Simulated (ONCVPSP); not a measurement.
# Cu: the cost of one run

The numbers are computed with ONCVPSP 4.0.1.1 (patched build) (PBE, scalar-relativistic, spin-unpolarised reference atom).

## (1) The atom and the settings

Typed settings, in words:

```
element                 : copper (Cu, Z = 29)
type                    : optimised norm-conserving Vanderbilt (ONCV)
frozen core             : [Ne]
valence charge          : 19
reference configuration : 3s2 3p6 3d10 4s0.5 (charge +0.5)
partial waves           : 3s+4s: rc 1.20 bohr, ncon 3, nbas 6, qcut 8.6 1/bohr, 2 projectors; 3p: rc 0.75 bohr, ncon 4, nbas 7, qcut 10.3 1/bohr, 1 projector; 3d: rc 1.35 bohr, ncon 4, nbas 9, qcut 12.7 1/bohr, 3 projectors, debl 1.9 Ha
local potential         : polynomial inside 0.65 bohr (lpopt 4, dvloc0 0 Ha)
core correction         : Teter function, fcfact 5, rcfact 1.75
```

The nodes and maxima of the atom's own shells, from an earlier all-electron run, set the scale for the radii.

All-electron outer shells of the reference configuration (PBE, scalar-relativistic, ld1.x):

```csv
shell,level (eV),outermost node (bohr),outermost maximum (bohr)
2p,-920.96,–,0.16
3s,-118.78,0.29,0.61
3p,-76.24,0.26,0.62
3d,-9.13,–,0.60
4s,-8.10,0.89,2.19
4p,-3.42,0.97,3.10
```

## (2) Generation

Cu.dat

```
# ATOM AND REFERENCE CONFIGURATION
# atsym  z   nc   nv     iexc    psfile
  Cu 29.00    3    4        4      upf
#
#   n    l    f
    1    0    2.00
    2    0    2.00
    2    1    6.00
    3    0    2.00
    3    1    6.00
    3    2   10.00
    4    0    0.50
#
# PSEUDOPOTENTIAL AND OPTIMIZATION
# lmax
    2
#
#   l,   rc,      ep,       ncon, nbas, qcut
    0    1.20    0.00    3    6    8.60
    1    0.75    0.00    4    7   10.30
    2    1.35    0.00    4    9   12.70
#
# LOCAL POTENTIAL
# lloc, lpopt,  rc(5),   dvloc0
    4    4    0.65    0.00
#
# VANDERBILT-KLEINMAN-BYLANDER PROJECTORs
# l, nproj, debl
    0    2    3.00
    1    1    3.40
    2    3    1.90
#
# MODEL CORE CHARGE
# icmod, fcfact, rcfact
    3    5.00    1.75
#
# LOG DERIVATIVE ANALYSIS
# epsh1, epsh2, depsh
   -6.00    5.00    0.04
#
# OUTPUT GRID
# rlmax, drl
    6.00    0.01
#
# TEST CONFIGURATIONS
# ncnf
    4
# nvcnf
#   n    l    f
    4
    3    0    2.00
    3    1    6.00
    3    2   10.00
    4    0    1.00
#
    4
    3    0    2.00
    3    1    6.00
    3    2   10.00
    4    0    0.00
#
    4
    3    0    2.00
    3    1    6.00
    3    2    9.00
    4    0    0.00
#
    4
    3    0    2.00
    3    1    6.00
    3    2    9.00
    4    0    1.00
#
```

Command:

```console
$ oncvpsp.x < Cu.dat > Cu.out
```

**Question.** How long does this run take on 1 thread of Neoverse-N1, shared host?

About 6 s.
